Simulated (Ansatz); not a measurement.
# C₁₂H₁₂Ge: how energies converge with the basis set

The task here is to estimate one member of a computed series from the others.

The runs use Ansatz 0.2.0, Gaussian basis; one geometry, several basis sets.

The runs, in order: PBE0-D4/def2-SVP; ωB97M-V/def2-SVP; PBE0-D4/def2-QZVPP; ωB97M-V/def2-QZVPP; the functionals' def2-TZVPP values are taken from earlier runs.

### Structure used throughout

All runs share one geometry, relaxed beforehand with PBE0-D4 in a triple-zeta def2 set.

SMILES `c1cc[c]([GeH2][c]2ccccc2)cc1`, 25 atoms, charge 0, spin multiplicity 1.

Atoms are counted from 1 here; the program's logs count them from 0.

Bond lengths: C1–C2 1.387 Å, C1–C13 1.387 Å, C1–H14 1.084 Å, C2–C3 1.387 Å, C2–H15 1.084 Å, C3–C4 1.393 Å, C3–H16 1.086 Å, C4–Ge5 1.947 Å, C4–C12 1.393 Å, Ge5–C6 1.947 Å, Ge5–H17 1.541 Å, Ge5–H18 1.541 Å, C6–C7 1.393 Å, C6–C11 1.393 Å, C7–C8 1.387 Å, C7–H19 1.086 Å, C8–C9 1.387 Å, C8–H20 1.084 Å and more. Angles: C2–C1–C13 119.8°, C2–C1–H14 120.1°, C13–C1–H14 120.1°, C1–C2–C3 120.0°, C1–C2–H15 120.1°, C3–C2–H15 119.9°, C2–C3–C4 120.8°, C2–C3–H16 119.1°, C4–C3–H16 120.0°, C3–C4–Ge5 120.7°, C3–C4–C12 118.6°, Ge5–C4–C12 120.7°, C4–Ge5–C6 110.9°, C4–Ge5–H17 108.8°, C4–Ge5–H18 108.8°, C6–Ge5–H17 108.8°, C6–Ge5–H18 108.8°, H17–Ge5–H18 110.8° and more.

The first run:

Input file in.yaml:

```yaml
crystal:
  periodic: [false, false, false]
  atoms:
    - {symbol: C, position_ang: [0.280774, -3.916238, -0.683863]}
    - {symbol: C, position_ang: [-0.609029, -3.185335, -1.456918]}
    - {symbol: C, position_ang: [-1.133498, -1.995906, -0.972960]}
    - {symbol: C, position_ang: [-0.777556, -1.519144, 0.286773]}
    - {symbol: Ge, position_ang: [-1.468776, 0.180562, 0.938885]}
    - {symbol: C, position_ang: [-0.309567, 1.651201, 0.404615]}
    - {symbol: C, position_ang: [0.761457, 2.040303, 1.206139]}
    - {symbol: C, position_ang: [1.614073, 3.059167, 0.807421]}
    - {symbol: C, position_ang: [1.405034, 3.704851, -0.402117]}
    - {symbol: C, position_ang: [0.341236, 3.329816, -1.209064]}
    - {symbol: C, position_ang: [-0.508992, 2.310465, -0.806368]}
    - {symbol: C, position_ang: [0.115050, -2.265172, 1.053311]}
    - {symbol: C, position_ang: [0.642046, -3.455103, 0.573245]}
    - {symbol: H, position_ang: [0.690215, -4.847004, -1.059870]}
    - {symbol: H, position_ang: [-0.897352, -3.543762, -2.438850]}
    - {symbol: H, position_ang: [-1.832794, -1.437559, -1.587761]}
    - {symbol: H, position_ang: [-1.532610, 0.131801, 2.477310]}
    - {symbol: H, position_ang: [-2.869108, 0.410453, 0.339363]}
    - {symbol: H, position_ang: [0.935041, 1.547714, 2.157961]}
    - {symbol: H, position_ang: [2.442301, 3.351421, 1.443359]}
    - {symbol: H, position_ang: [2.069513, 4.502512, -0.714455]}
    - {symbol: H, position_ang: [0.171623, 3.834148, -2.153878]}
    - {symbol: H, position_ang: [-1.340498, 2.031647, -1.446367]}
    - {symbol: H, position_ang: [0.403219, -1.919809, 2.041451]}
    - {symbol: H, position_ang: [1.334497, -4.024927, 1.182840]}
basis:
  gaussian: {orbitals: def2-SVP}
hamiltonian: {xc: pbe0, dispersion: d4}
output: {orbitals: {seedname: orbitals}}
```

Command:

```
ansatz run in.yaml --threads 11 --pin off --events-out ev --progress --plain --max-ram 174080MiB --backend cpu
```

Among the steps run: PBE0-D4 in def2-SVP; ωB97M-V in def2-SVP; PBE0-D4 in def2-QZVPP; ωB97M-V in def2-QZVPP.

One table of the session follows, with a row left open; its other results are not shown here.

It belongs to the step «Density functionals: the series». 

```
functional       basis  HOMO (eV)
   PBE0-D4    def2-SVP      -7.17
   PBE0-D4  def2-TZVPP      -7.19
   PBE0-D4  def2-QZVPP          ?
   ωB97M-V    def2-SVP      -9.21
   ωB97M-V  def2-TZVPP      -9.23
   ωB97M-V  def2-QZVPP      -9.25
```

Estimate the missing values for PBE0-D4, def2-QZVPP.

The run gave: HOMO (eV): -7.20. In the column «HOMO (eV)» it lies between ωB97M-V, def2-SVP (-9.21) and PBE0-D4, def2-TZVPP (-7.19).
